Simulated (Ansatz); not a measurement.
# CO2: the cost of one run

Method: DFT PBE+D3(BJ), plane waves, PAW, scalar-relativistic, no spin polarisation, in Ansatz 0.2.0.

## (1) The structure to begin with

The cell holds 18 atoms (C6O12): a = 7.343 Å, b = 7.343 Å, c = 7.343 Å, α = 90.00°, β = 90.00°, γ = 90.00°.

The coordinates stand in the first input below.

## (2) Preparing the start

The input, input.yaml:

```yaml
accuracy: low
crystal:
  lattice:
    - [7.34342, 0.0, 0.0]
    - [0.0, 7.34342, 0.0]
    - [0.0, 0.0, 7.34342]
  atoms:
    - { symbol: C, position: [0.37147, 0.334849, 0.4112072] }
    - { symbol: O, position: [0.3379793, 0.2906557, 0.2605842] }
    - { symbol: O, position: [0.4049608, 0.3790423, 0.5618301] }
    - { symbol: C, position: [0.7409824, 0.322512, 0.8496144] }
    - { symbol: O, position: [0.7814683, 0.334701, 1.0044507] }
    - { symbol: O, position: [0.7004965, 0.310323, 0.6947781] }
    - { symbol: C, position: [0.0226059, 0.9077304, 0.849479] }
    - { symbol: O, position: [0.1438926, 0.8327721, 0.7757718] }
    - { symbol: O, position: [-0.0986809, 0.9826886, 0.9231861] }
    - { symbol: C, position: [0.1749626, 0.5106699, 0.9448966] }
    - { symbol: O, position: [0.2603708, 0.6368895, 0.9952554] }
    - { symbol: O, position: [0.0895544, 0.3844503, 0.8945377] }
    - { symbol: C, position: [0.8976305, 0.527952, 0.2523718] }
    - { symbol: O, position: [0.8703457, 0.4108721, 0.3587193] }
    - { symbol: O, position: [0.9249153, 0.645032, 0.1460244] }
    - { symbol: C, position: [0.0037193, 0.8897955, 0.4412563] }
    - { symbol: O, position: [0.1142429, 0.7734153, 0.4397901] }
    - { symbol: O, position: [-0.1068043, 1.0061756, 0.4427225] }
basis:
  ecutwfc: 420.0
kpoints:
  mp_grid: { grid: [1, 1, 1] }
hamiltonian:
  xc: pbe
  dispersion: d3bj
scf:
  occupations: { method: fermi_dirac, width: 0.05 }
  lower_state_search: "off"
relax:
  f_tol: 0.3
  max_steps: 15
  adjacent_minimum: "off"
output:
  write_density: true
  write_potential: true
  elf: true
  volumetric_format: npy
```

The run is started by

```sh
ansatz run input.yaml --threads 1 --pin off --max-ram 3072MiB --backend cpu --events-out ev --progress --plain --runs-dir out
```

**Question.** How long does this run take on 1 thread of Arm Neoverse V1, shared host, and how much memory does it need?

About 32 s, with a peak of 0.4 GiB.
